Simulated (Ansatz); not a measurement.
**C3H5F3O: a ladder of functionals and wavefunction methods**

An exercise on one series of results from a longer session: the logs are not shown, and one member is left open.

Computed with Ansatz 0.2.0, Gaussian basis. Level: functionals in def2-TZVPP, the program's frozen cores in correlated methods.

Plan: LDA (SPW92), PBE-D4, revPBE-D4, BLYP-D4, r2SCAN-D4, B97M-V, PBE0-D4, B3LYP-D4, r2SCANh-D4, r2SCAN0-D4, HSE06-D4, BHLYP-D4, CAM-B3LYP-D4, LC-ωPBE, ωB97X-V, ωB97M-V, B2PLYP, PBE-QIDH; CCSD(T)/def2-SVP; CCSD(T)/def2-TZVPP; MP2/def2-QZVPP; extrapolation to the limit; RPA on PBE.

## The relaxed structure

All runs share one geometry, relaxed beforehand with PBE0-D4 in a triple-zeta def2 set.

SMILES `OC(CF)C(F)F`, 12 atoms, charge 0, spin multiplicity 1.

Atoms are counted from 1 here; the program's logs count them from 0.

Bond lengths: O1–C2 1.403 Å, O1–H8 0.962 Å, C2–C3 1.511 Å, C2–C5 1.515 Å, C2–H9 1.100 Å, C3–F4 1.388 Å, C3–H10 1.092 Å, C3–H11 1.092 Å, C5–F6 1.354 Å, C5–F7 1.358 Å, C5–H12 1.094 Å. Angles: C2–O1–H8 107.7°, O1–C2–C3 111.8°, O1–C2–C5 106.7°, O1–C2–H9 111.1°, C3–C2–C5 112.0°, C3–C2–H9 108.6°, C5–C2–H9 106.5°, C2–C3–F4 107.5°, C2–C3–H10 110.9°, C2–C3–H11 111.5°, F4–C3–H10 107.9°, F4–C3–H11 108.5°, H10–C3–H11 110.4°, C2–C5–F6 111.2°, C2–C5–F7 109.3°, C2–C5–H12 111.7°, F6–C5–F7 107.4°, F6–C5–H12 108.2° and more.

The first run:

Input file in.yaml:

```yaml
crystal:
  periodic: [false, false, false]
  atoms:
    - {symbol: O, position_ang: [-1.433136, 0.570845, 0.540590]}
    - {symbol: C, position_ang: [-0.336476, 0.196785, -0.250388]}
    - {symbol: C, position_ang: [0.043624, -1.249847, -0.033325]}
    - {symbol: F, position_ang: [-1.042888, -2.027897, -0.407941]}
    - {symbol: C, position_ang: [0.796317, 1.140345, 0.099665]}
    - {symbol: F, position_ang: [1.299593, 0.865850, 1.326388]}
    - {symbol: F, position_ang: [1.803740, 0.982803, -0.796623]}
    - {symbol: H, position_ang: [-2.124880, -0.085051, 0.410980]}
    - {symbol: H, position_ang: [-0.549330, 0.346688, -1.319138]}
    - {symbol: H, position_ang: [0.248816, -1.445121, 1.020830]}
    - {symbol: H, position_ang: [0.901083, -1.534993, -0.646586]}
    - {symbol: H, position_ang: [0.470639, 2.184292, 0.089448]}
basis:
  gaussian: {orbitals: def2-TZVPP}
hamiltonian: {xc: lda}
output: {orbitals: {seedname: orbitals}}
```

Command:

```bash
$ ansatz run in.yaml --threads 4 --pin off --events-out ev --progress --plain --max-ram 11315MiB
```

Steps of the session up to this table: LDA; PBE-D4 (GGA); revPBE-D4 (GGA); BLYP-D4 (GGA); r2SCAN-D4 (meta-GGA); B97M-V (meta-GGA); B3LYP-D4 (hybrid); r2SCANh-D4 (hybrid); r2SCAN0-D4 (hybrid); HSE06-D4 (hybrid); BHLYP-D4 (hybrid); CAM-B3LYP-D4 (range-separated); LC-ωPBE (range-separated); ωB97X-V (range-separated); ωB97M-V (range-separated); B2PLYP (double hybrid); PBE-QIDH (double hybrid).

One table of the session follows, with a row left open; its other results are not shown here.

It belongs to the step «Frontier levels by functional». 

| functional | HOMO (eV) | LUMO (eV) | gap (eV) |
| --- | --- | --- | --- |
| LDA (SPW92) | -7.09 | -0.33 | 6.76 |
| PBE-D4 | -6.91 | -0.07 | 6.84 |
| revPBE-D4 | -6.84 | 0.05 | 6.88 |
| BLYP-D4 | -6.86 | -0.06 | 6.80 |
| r2SCAN-D4 | -7.30 | 0.48 | 7.78 |
| B97M-V | -7.46 | 0.25 | 7.71 |
| PBE0-D4 | ? | ? | ? |
| B3LYP-D4 | -8.41 | 0.56 | 8.97 |
| r2SCANh-D4 | -7.94 | 0.83 | 8.77 |
| r2SCAN0-D4 | -8.91 | 1.31 | 10.22 |
| HSE06-D4 | -8.23 | 0.56 | 8.79 |
| BHLYP-D4 | -10.35 | 1.68 | 12.02 |
| CAM-B3LYP-D4 | -10.18 | 1.78 | 11.96 |
| LC-ωPBE | -11.50 | 3.17 | 14.67 |
| ωB97X-V | -11.17 | 2.97 | 14.14 |
| ωB97M-V | -11.10 | 2.53 | 13.63 |

**Question.** Estimate the row for PBE0-D4.

**Answer.** HOMO (eV): -8.64; LUMO (eV): 0.94; gap (eV): 9.58. In the column «HOMO (eV)» it lies between r2SCAN0-D4 (-8.91) and B3LYP-D4 (-8.41).
